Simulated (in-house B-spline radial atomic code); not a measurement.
**Si: binding energies from hole states**

Aim: the cost of two holes at once in Si, against the sum of the two single holes.

Program: in-house B-spline radial atomic code version 1. Level of theory: Dirac-Hartree-Fock, average of configuration, Fermi nucleus, basis-set limit. These are calculated values, not measurements, unless marked.

### Step 1. The system

```
element       : silicon (Z = 14)
charge        : 0
electrons     : 14
configuration : [Ne] 3s2 3p2
Hamiltonian   : Dirac-Coulomb
nucleus       : Fermi, rms radius 3.122 fm
```

The outer shells:

[Ne] 3s2 3p2
```
[Ne] core
3s [↑↓]
3p [↑ ][↑ ][  ]
```

The boxes draw the filling by Hund's rule, which heavy ions in jj coupling don't follow; these runs average over all states of the configuration.

Input settings:

```ini
Z = 14
electrons = 14.0
configuration = [Ne] 3s2 3p2
hamiltonian = dirac
method = hf
spin_polarised = False
nucleus = fermi
rms_radius = 3.1224
mass_number = 28
atomic_mass = 27.97692653442
speed_of_light = 137.035999084
```

From the earlier run of the reference: total energy -289.461336 hartree. Levels, eight at most:

| orbital | occupation | energy (eV) | <r> (bohr) |
| --- | --- | --- | --- |
| 1s1/2 | 2 | -1877.59 | 0.1111 |
| 2s1/2 | 2 | -168.44 | 0.5610 |
| 2p1/2 | 2 | -116.41 | 0.5336 |
| 2p3/2 | 4 | -115.72 | 0.5356 |
| 3s1/2 | 2 | -14.844 | 2.199 |
| 3p1/2 | 0.666667 | -7.594 | 2.783 |
| 3p3/2 | 1.33333 | -7.563 | 2.791 |

Single holes known from earlier runs (ΔSCF): 1s 1850.12 eV, 2s 161.45 eV, 2p1/2 108.50 eV, 2p3/2 107.90 eV, 3s 14.014 eV, 3p 7.104 eV.

### Step 2. The 2s and 2s holes

Settings: those of step 1 with these lines changed.

```diff
@@ -1,4 +1,4 @@
 Z = 14
-electrons = 14.0
-configuration = [Ne] 3s2 3p2
+electrons = 12.0
+configuration = 1s2 2p6 3s2 3p2
 hamiltonian = dirac
```

From the run's result record (rounded, not every field):

```text
{
  "status": "converged",
  "iterations": 10,
  "energy [hartree]": {"total": -276.420252541, "kinetic": 277.569142381, "nuclear": -643.255362088, "coulomb": 106.175834671, "exact_exchange": -16.9098675057},
  "breit [hartree]": {"gaunt": 0.0562597, "retardation": -0.004076964, "frequency_dependence": -4.049149e-05},
  "qed [hartree]": {"self_energy": 0.03564837, "uehling": -0.002209417, "wichmann_kroll": 4.053822e-06},
  "recoil [hartree]": 0.004436552,
  "total_with_corrections [hartree]": -276.330230739,
  "orbitals [hartree, bohr; first row names the columns]": [
    ["name", "occ", "eps", "<r>"],
    ["1s1/2", 2.0, -71.803153, 0.11112],
    ["2p1/2", 2.0, -6.3781567, 0.49708],
    ["2p3/2", 4.0, -6.349785, 0.49888],
    ["3s1/2", 2.0, -1.5067745, 1.7369],
    ["3p1/2", 0.66667, -1.1914318, 1.8724],
    ["3p3/2", 1.3333, -1.1885167, 1.8763]
  ],
  "sum_r [bohr^k]": {"-1": 45.94682, "1": 10.43574, "2": 16.92756},
  "energy_minus_base [hartree]": 13.0410835,
  "energy_minus_base_with_corrections [hartree]": 13.0357576
}
```

Run time: 0.73 s. Hardware: 1 thread, shared host.

energy_minus_base is the energy less that of the reference run.

Radial density 4πr²n(r) and radial functions P(r) = rR(r):

| r (bohr) | 4πr²n | 3s1/2 | 3p3/2 |
| --- | --- | --- | --- |
| 0.00718 | 0.9013 | 0.0646 | 0.0015 |
| 0.0103 | 1.694 | 0.0885 | 0.0030 |
| 0.0147 | 3.041 | 0.1182 | 0.0060 |
| 0.0211 | 5.228 | 0.1540 | 0.0118 |
| 0.0302 | 8.301 | 0.1914 | 0.0226 |
| 0.0432 | 11.86 | 0.2218 | 0.0424 |
| 0.0618 | 14.69 | 0.2288 | 0.0765 |
| 0.0885 | 15.09 | 0.1879 | 0.1313 |
| 0.127 | 12.74 | 0.0736 | 0.2102 |
| 0.182 | 10.39 | -0.1165 | 0.3027 |
| 0.260 | 10.91 | -0.3271 | 0.3728 |
| 0.372 | 12.01 | -0.4336 | 0.3550 |
| 0.533 | 9.138 | -0.2836 | 0.1738 |
| 0.763 | 4.067 | 0.1527 | -0.1834 |
| 1.09 | 2.343 | 0.6503 | -0.5874 |
| 1.56 | 2.747 | 0.8458 | -0.7933 |
| 2.24 | 1.578 | 0.6096 | -0.6461 |
| 3.20 | 0.3139 | 0.2438 | -0.3128 |
| 4.59 | 0.01555 | 0.0449 | -0.0761 |
| 6.57 | 0.0001229 | 0.0029 | -0.0073 |

On the record's full grid the radial density has clear maxima near r = 0.074, 0.37, 1.6 bohr.

X-ray form factor of the spherical density:

| sinθ/λ (1/Å) | f (electrons) |
| --- | --- |
| 0 | 12.000 |
| 0.1 | 10.890 |
| 0.2 | 8.735 |
| 0.3 | 7.068 |
| 0.4 | 6.087 |
| 0.6 | 4.816 |
| 0.8 | 3.683 |
| 1 | 2.788 |
| 1.4 | 1.800 |
| 1.8 | 1.383 |
| 2.5 | 1.011 |
| 4 | 0.517 |
| 6 | 0.206 |

### Step 3. The 3p and 3p holes

Settings: those of step 2 with these lines changed.

```diff
@@ -2,3 +2,3 @@
 electrons = 12.0
-configuration = 1s2 2p6 3s2 3p2
+configuration = 1s2 2s2 2p6 3s2
 hamiltonian = dirac
```

From the record:

```text
{
  "status": "converged",
  "iterations": 9,
  "energy [hartree]": {"total": -288.623434798, "kinetic": 289.884885847, "nuclear": -680.975723608, "coulomb": 122.295506345, "exact_exchange": -19.8281033819},
  "breit [hartree]": {"gaunt": 0.05864829, "retardation": -0.003922012, "frequency_dependence": -3.224056e-05},
  "qed [hartree]": {"self_energy": 0.03817309, "uehling": -0.002359367, "wichmann_kroll": 4.328599e-06},
  "recoil [hartree]": 0.004790758,
  "total_with_corrections [hartree]": -288.528131944,
  "orbitals [hartree, bohr; first row names the columns]": [
    ["name", "occ", "eps", "<r>"],
    ["1s1/2", 2.0, -69.802866, 0.11105],
    ["2s1/2", 2.0, -6.9732641, 0.55994],
    ["2p1/2", 2.0, -5.0559603, 0.53276],
    ["2p3/2", 4.0, -5.0307484, 0.53483],
    ["3s1/2", 2.0, -1.1844285, 1.982]
  ],
  "sum_r [bohr^k]": {"-1": 48.64114, "1": 8.51088, "2": 11.90593},
  "energy_minus_base [hartree]": 0.837901208,
  "energy_minus_base_with_corrections [hartree]": 0.837856363
}
```

Run time: 0.58 s. Hardware: 1 thread, shared host.

### Step 4. The 2s and 2p3/2 holes

In configurations, a minus sign after the shell means j = l − 1/2 and a plus sign j = l + 1/2; the count of electrons follows.

Settings: those of step 3 with these lines changed.

```diff
@@ -2,3 +2,3 @@
 electrons = 12.0
-configuration = 1s2 2s2 2p6 3s2
+configuration = 1s2 2s1 2p-2 2p+3 3s2 3p2
 hamiltonian = dirac
```

From the record:

```text
{
  "status": "converged",
  "iterations": 9,
  "energy [hartree]": {"total": -278.535290866, "kinetic": 279.760019882, "nuclear": -646.487474436, "coulomb": 103.942631015, "exact_exchange": -15.7504673282},
  "breit [hartree]": {"gaunt": 0.05594478, "retardation": -0.003747606, "frequency_dependence": -3.040528e-05},
  "qed [hartree]": {"self_energy": 0.0371103, "uehling": -0.002297942, "wichmann_kroll": 4.21602e-06},
  "recoil [hartree]": 0.004611548,
  "total_with_corrections [hartree]": -278.44369598,
  "orbitals [hartree, bohr; first row names the columns]": [
    ["name", "occ", "eps", "<r>"],
    ["1s1/2", 2.0, -71.941165, 0.11102],
    ["2s1/2", 1.0, -8.4214518, 0.54278],
    ["2p1/2", 2.0, -6.5222614, 0.49383],
    ["2p3/2", 3.0, -6.5243571, 0.49308],
    ["3s1/2", 2.0, -1.5234034, 1.7224],
    ["3p1/2", 0.66667, -1.1949292, 1.8663],
    ["3p3/2", 1.3333, -1.1837444, 1.8841]
  ],
  "sum_r [bohr^k]": {"-1": 46.17769, "1": 10.43295, "2": 16.84945},
  "energy_minus_base [hartree]": 10.9260451,
  "energy_minus_base_with_corrections [hartree]": 10.9222923
}
```

Wall time 0.7 s (1 thread, shared host).

### Step 5. The 1s and 2p1/2 holes

Settings: those of step 4 with these lines changed.

```diff
@@ -2,3 +2,3 @@
 electrons = 12.0
-configuration = 1s2 2s1 2p-2 2p+3 3s2 3p2
+configuration = 1s1 2s2 2p-1 2p+4 3s2 3p2
 hamiltonian = dirac
```

From the record:

```text
{
  "status": "converged",
  "iterations": 9,
  "energy [hartree]": {"total": -215.897548139, "kinetic": 216.762771086, "nuclear": -512.410839836, "coulomb": 89.7210548928, "exact_exchange": -9.97053428173},
  "breit [hartree]": {"gaunt": 0.01777929, "retardation": -0.002375631, "frequency_dependence": -2.386176e-05},
  "qed [hartree]": {"self_energy": 0.02220234, "uehling": -0.001358834, "wichmann_kroll": 2.492776e-06},
  "recoil [hartree]": 0.003727258,
  "total_with_corrections [hartree]": -215.857595078,
  "orbitals [hartree, bohr; first row names the columns]": [
    ["name", "occ", "eps", "<r>"],
    ["1s1/2", 1.0, -77.288951, 0.1095],
    ["2s1/2", 2.0, -8.7406662, 0.51699],
    ["2p1/2", 1.0, -7.268097, 0.45806],
    ["2p3/2", 4.0, -7.1354126, 0.46786],
    ["3s1/2", 2.0, -1.5610533, 1.6867],
    ["3p1/2", 0.66667, -1.219554, 1.839],
    ["3p3/2", 1.3333, -1.2238908, 1.8179]
  ],
  "sum_r [bohr^k]": {"-1": 36.60078, "1": 10.49625, "2": 16.19265},
  "energy_minus_base [hartree]": 73.5637879,
  "energy_minus_base_with_corrections [hartree]": 73.5083932
}
```

It took 0.73 s on 1 thread, shared host.

### Step 6. The 1s and 3s holes

Settings: those of step 5 with these lines changed.

```diff
@@ -2,3 +2,3 @@
 electrons = 12.0
-configuration = 1s1 2s2 2p-1 2p+4 3s2 3p2
+configuration = 1s1 2s2 2p6 3s1 3p2
 hamiltonian = dirac
```

From the record:

```text
{
  "status": "converged",
  "iterations": 12,
  "energy [hartree]": {"total": -220.490804198, "kinetic": 221.392148621, "nuclear": -528.464108151, "coulomb": 98.1623831972, "exact_exchange": -11.5812278651},
  "breit [hartree]": {"gaunt": 0.01979462, "retardation": -0.002539441, "frequency_dependence": -2.197522e-05},
  "qed [hartree]": {"self_energy": 0.02177366, "uehling": -0.001336906, "wichmann_kroll": 2.452638e-06},
  "recoil [hartree]": 0.003768898,
  "total_with_corrections [hartree]": -220.449362887,
  "orbitals [hartree, bohr; first row names the columns]": [
    ["name", "occ", "eps", "<r>"],
    ["1s1/2", 1.0, -75.990108, 0.11148],
    ["2s1/2", 2.0, -8.0887325, 0.53096],
    ["2p1/2", 2.0, -6.3549682, 0.48358],
    ["2p3/2", 4.0, -6.3215253, 0.48556],
    ["3s1/2", 1.0, -1.586791, 1.7713],
    ["3p1/2", 0.66667, -1.0814112, 1.9807],
    ["3p3/2", 1.3333, -1.0787297, 1.9853]
  ],
  "sum_r [bohr^k]": {"-1": 37.74744, "1": 9.821669, "2": 15.1396},
  "energy_minus_base [hartree]": 68.9705318,
  "energy_minus_base_with_corrections [hartree]": 68.9166254
}
```

Run time: 0.92 s. Hardware: 1 thread, shared host.

### Step 7. The 3s and 3s holes

Settings: those of step 6 with these lines changed.

```diff
@@ -2,3 +2,3 @@
 electrons = 12.0
-configuration = 1s1 2s2 2p6 3s1 3p2
+configuration = 1s2 2s2 2p6 3p2
 hamiltonian = dirac
```

From the record:

```text
{
  "status": "converged",
  "iterations": 9,
  "energy [hartree]": {"total": -288.044925071, "kinetic": 289.296112891, "nuclear": -678.664261808, "coulomb": 120.755446937, "exact_exchange": -19.4322230898},
  "breit [hartree]": {"gaunt": 0.0586446, "retardation": -0.003961854, "frequency_dependence": -3.33511e-05},
  "qed [hartree]": {"self_energy": 0.03792885, "uehling": -0.002345055, "wichmann_kroll": 4.302378e-06},
  "recoil [hartree]": 0.004767041,
  "total_with_corrections [hartree]": -287.949920534,
  "orbitals [hartree, bohr; first row names the columns]": [
    ["name", "occ", "eps", "<r>"],
    ["1s1/2", 2.0, -69.908686, 0.11107],
    ["2s1/2", 2.0, -7.0627698, 0.56162],
    ["2p1/2", 2.0, -5.1702298, 0.5314],
    ["2p3/2", 4.0, -5.145014, 0.53343],
    ["3p1/2", 0.66667, -0.93036851, 2.2379],
    ["3p3/2", 1.3333, -0.928521, 2.2424]
  ],
  "sum_r [bohr^k]": {"-1": 48.47603, "1": 9.023733, "2": 14.48795},
  "energy_minus_base [hartree]": 1.41641094,
  "energy_minus_base_with_corrections [hartree]": 1.41606777
}
```

Run time: 0.64 s. Hardware: 1 thread, shared host.

### Step 8. The 3s and 3p holes

Settings: those of step 7 with these lines changed.

```diff
@@ -2,3 +2,3 @@
 electrons = 12.0
-configuration = 1s2 2s2 2p6 3p2
+configuration = 1s2 2s2 2p6 3s1 3p1
 hamiltonian = dirac
```

From the record:

```text
{
  "status": "converged",
  "iterations": 8,
  "energy [hartree]": {"total": -288.376473154, "kinetic": 289.632992001, "nuclear": -679.915150354, "coulomb": 121.309367787, "exact_exchange": -19.4036825879},
  "breit [hartree]": {"gaunt": 0.05865002, "retardation": -0.003942517, "frequency_dependence": -3.278264e-05},
  "qed [hartree]": {"self_energy": 0.03805516, "uehling": -0.002352452, "wichmann_kroll": 4.31593e-06},
  "recoil [hartree]": 0.004778549,
  "total_with_corrections [hartree]": -288.281312859,
  "orbitals [hartree, bohr; first row names the columns]": [
    ["name", "occ", "eps", "<r>"],
    ["1s1/2", 2.0, -69.850075, 0.11106],
    ["2s1/2", 2.0, -7.0134185, 0.56106],
    ["2p1/2", 2.0, -5.1080946, 0.53212],
    ["2p3/2", 4.0, -5.0828865, 0.53417],
    ["3s1/2", 1.0, -1.2616557, 1.9539],
    ["3p1/2", 0.33333, -0.9355778, 2.2445],
    ["3p3/2", 0.66667, -0.93382461, 2.2489]
  ],
  "sum_r [bohr^k]": {"-1": 48.56538, "1": 8.746546, "2": 13.09449},
  "energy_minus_base [hartree]": 1.08486285,
  "energy_minus_base_with_corrections [hartree]": 1.08467545
}
```

Run time: 0.62 s. Hardware: 1 thread, shared host.

### Step 9. The 1s and 2s holes

Settings: those of step 8 with these lines changed.

```diff
@@ -2,3 +2,3 @@
 electrons = 12.0
-configuration = 1s2 2s2 2p6 3s1 3p1
+configuration = 1s1 2s1 2p6 3s2 3p2
 hamiltonian = dirac
```

From the record:

```text
{
  "status": "converged",
  "iterations": 14,
  "energy [hartree]": {"total": -214.21293524, "kinetic": 215.059792118, "nuclear": -509.975105322, "coulomb": 90.3433311878, "exact_exchange": -9.64095322375},
  "breit [hartree]": {"gaunt": 0.01761385, "retardation": -0.002576838, "frequency_dependence": -1.833097e-05},
  "qed [hartree]": {"self_energy": 0.02048362, "uehling": -0.001264139, "wichmann_kroll": 2.319294e-06},
  "recoil [hartree]": 0.003619786,
  "total_with_corrections [hartree]": -214.175074977,
  "orbitals [hartree, bohr; first row names the columns]": [
    ["name", "occ", "eps", "<r>"],
    ["1s1/2", 1.0, -75.177237, 0.10893],
    ["2s1/2", 1.0, -10.973508, 0.5252],
    ["2p1/2", 2.0, -6.9931833, 0.46953],
    ["2p3/2", 4.0, -6.9579497, 0.47141],
    ["3s1/2", 2.0, -1.5503424, 1.6927],
    ["3p1/2", 0.66667, -1.2226899, 1.8218],
    ["3p3/2", 1.3333, -1.2193769, 1.826]
  ],
  "sum_r [bohr^k]": {"-1": 36.4268, "1": 10.49356, "2": 16.29177},
  "energy_minus_base [hartree]": 75.2484008,
  "energy_minus_base_with_corrections [hartree]": 75.1909133
}
```

Run time: 1 s. Hardware: 1 thread, shared host.

### Step 10. The 1s and 1s holes

Settings: those of step 9 with these lines changed.

```diff
@@ -2,3 +2,3 @@
 electrons = 12.0
-configuration = 1s1 2s1 2p6 3s2 3p2
+configuration = 2s2 2p6 3s2 3p2
 hamiltonian = dirac
```

From the record:

```text
{
  "status": "converged",
  "iterations": 10,
  "energy [hartree]": {"total": -146.787605725, "kinetic": 147.297342366, "nuclear": -371.075810336, "coulomb": 89.5146216865, "exact_exchange": -12.5237594411},
  "breit [hartree]": {"gaunt": 0.009394172, "retardation": -8.978556e-05, "frequency_dependence": -2.329241e-08},
  "qed [hartree]": {"self_energy": 0.004061307, "uehling": -0.000231526, "wichmann_kroll": 4.248285e-07},
  "recoil [hartree]": 0.002833239,
  "total_with_corrections [hartree]": -146.771637917,
  "orbitals [hartree, bohr; first row names the columns]": [
    ["name", "occ", "eps", "<r>"],
    ["2s1/2", 2.0, -9.1637046, 0.50261],
    ["2p1/2", 2.0, -7.6621577, 0.44464],
    ["2p3/2", 4.0, -7.6189368, 0.44658],
    ["3s1/2", 2.0, -1.5838002, 1.6598],
    ["3p1/2", 0.66667, -1.2533331, 1.7734],
    ["3p3/2", 1.3333, -1.2495868, 1.7779]
  ],
  "sum_r [bohr^k]": {"-1": 26.50542, "1": 10.55319, "2": 15.69253},
  "energy_minus_base [hartree]": 142.67373,
  "energy_minus_base_with_corrections [hartree]": 142.59435
}
```

Wall time 0.7 s (1 thread, shared host).

### Step 11. Binding energies

| two holes | ΔSCF (eV) | less the two single holes (eV) |
| --- | --- | --- |
| 2s and 2s | 354.87 | 31.97 |
| 3p and 3p | 22.800 | 8.59 |
| 2s and 2p3/2 | 297.31 | 27.97 |
| 1s and 2p1/2 | 2001.77 | 43.15 |
| 1s and 3s | 1876.78 | 12.65 |
| 3s and 3s | 38.543 | 10.51 |
| 3s and 3p | 29.521 | 8.40 |
| 1s and 2s | 2047.61 | 36.04 |
| 1s and 1s | 3882.35 | 182.11 |

Two holes cost more than the sum of each, because the second electron leaves a more charged ion. The excess runs from 8.4 eV (3s and 3p) to 182.1 eV (1s and 1s); it tends to be largest where both holes are compact. Two partly filled shells share a symmetry and can mix in the average, which may lower the energy, in these hole states: 2s and 2p3/2; 1s and 2p1/2; 1s and 3s; 1s and 2s; 2p1/2; 2p3/2. Values are for the free atom, measured from the vacuum level.
